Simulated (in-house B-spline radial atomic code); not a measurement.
# Os⁷¹⁺: ionisation energy by several methods

How far do functionals differ on the ionisation energy of Os⁷¹⁺? Each run solves Os⁷¹⁺ and then the next ion ([He] 2s2).

The numbers are computed with in-house B-spline radial atomic code version 1 (scalar-relativistic (X2C), several functionals, spin-polarised; spherical all-electron atom at the radial basis limit), except any that are marked as measured or tabulated.

## Step 1: What is computed

| Quantity | Value |
| --- | --- |
| element | osmium (Z = 76) |
| charge | +71 |
| electrons | 5 |
| configuration | [He] 2s2 2p1 |
| nucleus | Fermi, rms radius 5.413 fm |

Outer shells as boxes (Hund's rule):

[He] 2s2 2p1
```
[He] core
2s [↑↓]
2p [↑ ][  ][  ]
```

Where spins are not typed, each open shell is filled with up spins first.

## Step 2: AM05, a GGA

Settings, as recorded:

```ini
Z = 76
electrons = 5.0
configuration = [He] 2s2 2p1
hamiltonian = x2c
method = am05
spin_polarised = True
nucleus = fermi
rms_radius = 5.4126
mass_number = 192
atomic_mass = 191.961478765
speed_of_light = 137.035999084
```

## Step 3: Hartree-Fock

The settings differ from step 2 so:

```diff
@@ -4,3 +4,3 @@
 hamiltonian = x2c
-method = am05
+method = hf
 spin_polarised = True
```

## Step 4: BLYP, a GGA

The settings differ from step 3 so:

```diff
@@ -4,3 +4,3 @@
 hamiltonian = x2c
-method = hf
+method = b88,lyp
 spin_polarised = True
```

Q: The tabulated ionisation energy is 20030 ± 60 eV (tabulated theoretical; NIST Atomic Spectra Database). What does each method give, and which comes nearest?

As calculated:

| method | rung | total energy (hartree) | ΔSCF (eV) | −ε highest (eV) | ΔSCF less tabulated (eV) |
| --- | --- | --- | --- | --- | --- |
| AM05 | GGA | -8459.8525 | 18875.3 | 18705.5 (2p up) | -1154.7 |
| BLYP | GGA | -8468.0763 | 18887.8 | 18716.7 (2p up) | -1142.2 |
| Hartree-Fock | Hartree-Fock | -8466.4265 | 18890.6 | 18891.4 (2p up) | -1139.4 |

The tabulated ionisation energy is 20030 ± 60 eV (tabulated theoretical; NIST Atomic Spectra Database). Hartree-Fock comes nearest (-1139.4 eV) and AM05 is farthest (-1154.7 eV, 5.8 %). All methods miss on the same side by much the same amount, which points to something that they share. Relativistic terms that these runs lack can be as large as the gaps between close methods, so the nearest may be so by luck. Spin-orbit coupling is left out. Open shells are averaged (over orientations, and over spins where the run is restricted), while tables refer to the lowest levels.

Members of this set that are not shown: 1 did not converge; 3 used exact exchange with fractional occupations of an open shell, which is unsound here.
